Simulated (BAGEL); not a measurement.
**HF/cc-pVDZ (density fitting with qzvpp-jkfit) run of C2H4SSi (SMILES [SiH3]C#CS)**

Aim: the vertical singlet–triplet gap of C2H4SSi at HF/cc-pVDZ (density fitting with qzvpp-jkfit), from 2 runs. 

Program for the calculation: BAGEL 1.2.2.

### Step 1. Starting point

The species is C2H4SSi (8 atoms), meant as a singlet with charge 0. As SMILES, `[SiH3]C#CS`. Geometry: relaxed at PBE0-D4/def2-TZVP.

Bond lengths: Si1–C2 1.816 Å, C2–C3 1.214 Å, C3–S4 1.675 Å, Si1–H5 1.484 Å, Si1–H6 1.484 Å, Si1–H7 1.484 Å, S4–H8 1.346 Å. Angles: Si1–C2–C3 179.1°, C2–C3–S4 175.3°, C2–Si1–H5 110.0°, C2–Si1–H6 110.0°, C2–Si1–H7 108.6°, C3–S4–H8 96.8°, H5–Si1–H6 109.2°, H5–Si1–H7 109.5°, H6–Si1–H7 109.5°.

### Step 2. A single-point energy at HF/cc-pVDZ (density fitting with qzvpp-jkfit)

The input, calc.json:

```json
{ "bagel": [

{
  "title": "molecule",
  "basis": "cc-pvdz.json",
  "df_basis": "qzvpp-jkfit",
  "angstrom": true,
  "geometry": [
    { "atom": "Si", "xyz": [   -0.315300,    1.472200,   -0.615100 ] },
    { "atom": "C", "xyz": [   -0.112800,   -0.194000,    0.079300 ] },
    { "atom": "C", "xyz": [    0.040500,   -1.305700,    0.541200 ] },
    { "atom": "S", "xyz": [    0.116100,   -2.848300,    1.189600 ] },
    { "atom": "H", "xyz": [   -1.151000,    1.412300,   -1.840200 ] },
    { "atom": "H", "xyz": [   -0.967800,    2.361000,    0.378600 ] },
    { "atom": "H", "xyz": [    1.025200,    2.010600,   -0.955600 ] },
    { "atom": "H", "xyz": [    1.457300,   -2.965300,    1.166400 ] }
  ]
},
{
  "title": "hf"
},
{
  "title": "print",
  "file": "orbitals.molden",
  "orbitals": true
}

]}
```

The basis set cc-pVDZ is read from a file made from the Basis Set Exchange's data (not shown).

Command:

```bash
$ BAGEL_NUM_THREADS=1 BAGEL calc.json > calc.out
```

The log of the run:

```text
* using 1 threads per process

  ===============================================================
  ===============================================================

  *** Geometry ***

  { "atom" : "Si", "xyz" : [     -0.595831,      2.782055,     -1.162371 ] },
  { "atom" : "C", "xyz" : [     -0.213161,     -0.366607,      0.149855 ] },
  { "atom" : "C", "xyz" : [      0.076534,     -2.467415,      1.022720 ] },
  { "atom" : "S", "xyz" : [      0.219397,     -5.382507,      2.248018 ] },
  { "atom" : "H", "xyz" : [     -2.175075,      2.668860,     -3.477474 ] },
  { "atom" : "H", "xyz" : [     -1.828877,      4.461643,      0.715450 ] },
  { "atom" : "H", "xyz" : [      1.937347,      3.799483,     -1.805822 ] },
  { "atom" : "H", "xyz" : [      2.753898,     -5.603605,      2.204177 ] },

  Number of auxiliary basis functions:      478

  Since a DF basis is specified, we compute 2- and 3-index integrals:
    o Being stored without compression. Storage requirement is 0.027 GB

  Number of basis functions:       84
  Number of electrons      :       46

    * METHOD: MOLECULE                             0.22

  *** RHF ***

  === Nuclear Repulsion ===
   164.7210868156

      * DIIS with orbital gradients will be used.

  === RHF iteration (cc-pvdz.json) ===
      0       -764.32570022          0.01321729           0.06
      1       -764.41887454          0.00935836           0.06
      2       -764.46327839          0.00212189           0.06
      3       -764.46635701          0.00092163           0.06
      4       -764.46685574          0.00012606           0.06
      5       -764.46687976          0.00005293           0.06
      6       -764.46688456          0.00002518           0.06
      7       -764.46688597          0.00001297           0.06
      8       -764.46688646          0.00000444           0.06
      9       -764.46688651          0.00000202           0.06
     10       -764.46688651          0.00000088           0.06
     11       -764.46688651          0.00000020           0.06
     12       -764.46688651          0.00000008           0.06
     13       -764.46688651          0.00000003           0.06
     14       -764.46688651          0.00000001           0.06
     15       -764.46688651          0.00000001           0.06
    * SCF iteration converged.

    * Permanent dipole moment:
           (   -0.403490,     0.156286,    -0.044137) a.u.

    * METHOD: HF                                   1.09

    * METHOD: PRINT                                0.01

  ===============================================================
```

Wall time 1.5 s (1 thread of Intel Xeon Platinum 8488C (Sapphire Rapids), shared host); peak memory 0.12 GiB.

### Step 3. The triplet, same level

The input, input.json:

```json
{ "bagel" : [

{
  "title" : "molecule",
  "basis" : "cc-pvdz.json",
  "df_basis" : "qzvpp-jkfit",
  "angstrom" : true,
  "geometry" : [
    { "atom" : "Si", "xyz" : [   -0.315300,    1.472200,   -0.615100 ] },
    { "atom" : "C", "xyz" : [   -0.112800,   -0.194000,    0.079300 ] },
    { "atom" : "C", "xyz" : [    0.040500,   -1.305700,    0.541200 ] },
    { "atom" : "S", "xyz" : [    0.116100,   -2.848300,    1.189600 ] },
    { "atom" : "H", "xyz" : [   -1.151000,    1.412300,   -1.840200 ] },
    { "atom" : "H", "xyz" : [   -0.967800,    2.361000,    0.378600 ] },
    { "atom" : "H", "xyz" : [    1.025200,    2.010600,   -0.955600 ] },
    { "atom" : "H", "xyz" : [    1.457300,   -2.965300,    1.166400 ] }
  ]
},
{ "title" : "uhf", "nopen" : 2 },
{ "title" : "print", "file" : "orbitals.molden", "orbitals" : true }

]}
```

The basis set cc-pVDZ is read from a file made from the Basis Set Exchange's data (not shown).

Command:

```bash
$ BAGEL_NUM_THREADS=1 BAGEL input.json > input.out
```

The log of the run:

```text
* using 1 threads per process

  ===============================================================
  ===============================================================

  *** Geometry ***

  { "atom" : "Si", "xyz" : [     -0.595831,      2.782055,     -1.162371 ] },
  { "atom" : "C", "xyz" : [     -0.213161,     -0.366607,      0.149855 ] },
  { "atom" : "C", "xyz" : [      0.076534,     -2.467415,      1.022720 ] },
  { "atom" : "S", "xyz" : [      0.219397,     -5.382507,      2.248018 ] },
  { "atom" : "H", "xyz" : [     -2.175075,      2.668860,     -3.477474 ] },
  { "atom" : "H", "xyz" : [     -1.828877,      4.461643,      0.715450 ] },
  { "atom" : "H", "xyz" : [      1.937347,      3.799483,     -1.805822 ] },
  { "atom" : "H", "xyz" : [      2.753898,     -5.603605,      2.204177 ] },

  Number of auxiliary basis functions:      478

  Since a DF basis is specified, we compute 2- and 3-index integrals:
    o Being stored without compression. Storage requirement is 0.027 GB

  Number of basis functions:       84
  Number of electrons      :       46

    * METHOD: MOLECULE                             0.21

  *** Open-shell HF ***

  === Nuclear Repulsion ===
   164.7210868156

      * DIIS with orbital gradients will be used.

  === UHF iteration (cc-pvdz.json) ===
      0       -764.07178989          0.03078795           0.12
      1       -764.16654665          0.02645117           0.12
      2       -764.21271835          0.02134782           0.12
      3       -764.29511220          0.00195729           0.12
      4       -764.29967791          0.00117114           0.12
      5       -764.30159685          0.00093796           0.12
      6       -764.30389945          0.00061552           0.12
      7       -764.30531558          0.00033084           0.12
      8       -764.30582443          0.00019977           0.12
      9       -764.30596995          0.00016019           0.12
     10       -764.30609440          0.00011375           0.12
     11       -764.30614435          0.00008968           0.12
     12       -764.30617044          0.00003679           0.12
     13       -764.30617417          0.00001840           0.12
     14       -764.30617531          0.00000951           0.12
     15       -764.30617565          0.00000388           0.12
     16       -764.30617571          0.00000225           0.12
     17       -764.30617572          0.00000177           0.12
     18       -764.30617573          0.00000153           0.12
     19       -764.30617574          0.00000128           0.12
     20       -764.30617574          0.00000126           0.12
     21       -764.30617574          0.00000128           0.12
     22       -764.30617574          0.00000119           0.12
     23       -764.30617574          0.00000088           0.12
     24       -764.30617573          0.00000050           0.12
     25       -764.30617573          0.00000040           0.12
     26       -764.30617573          0.00000031           0.12
     27       -764.30617573          0.00000020           0.12
     28       -764.30617573          0.00000014           0.12
     29       -764.30617573          0.00000010           0.12
     30       -764.30617573          0.00000008           0.12
     31       -764.30617573          0.00000007           0.12
     32       -764.30617573          0.00000005           0.12
     33       -764.30617573          0.00000003           0.12
     34       -764.30617573          0.00000002           0.12
     35       -764.30617573          0.00000002           0.12
     36       -764.30617573          0.00000001           0.12
     37       -764.30617573          0.00000001           0.12
    * SCF iteration converged.

    * S^2 (UHF) is 2.0272

    * Permanent dipole moment:
           (   -0.296613,     0.468779,    -0.185887) a.u.

    * METHOD: UHF                                  4.59

    * METHOD: PRINT                                0.01

  ===============================================================
```

It took 5.1 s on 1 thread of Intel Xeon Platinum 8488C (Sapphire Rapids), shared host; peak memory 0.12 GiB.

### Step 4. What came out

At HF/cc-pVDZ (density fitting with qzvpp-jkfit):

```
                                        quantity          value
                           singlet: total energy  -764.46689 Eh
                          singlet: dipole moment         1.11 D
                            singlet: HOMO energy       -9.44 eV
                            singlet: LUMO energy        3.09 eV
                          singlet: HOMO–LUMO gap       12.54 eV
                           triplet: total energy  -764.30618 Eh
                          triplet: dipole moment         1.49 D
                                   triplet: ⟨S²⟩          2.027
vertical energy of the triplet above the singlet       4.373 eV
```

At this shape the triplet lies 4.37 eV (422 kJ/mol) above the singlet.
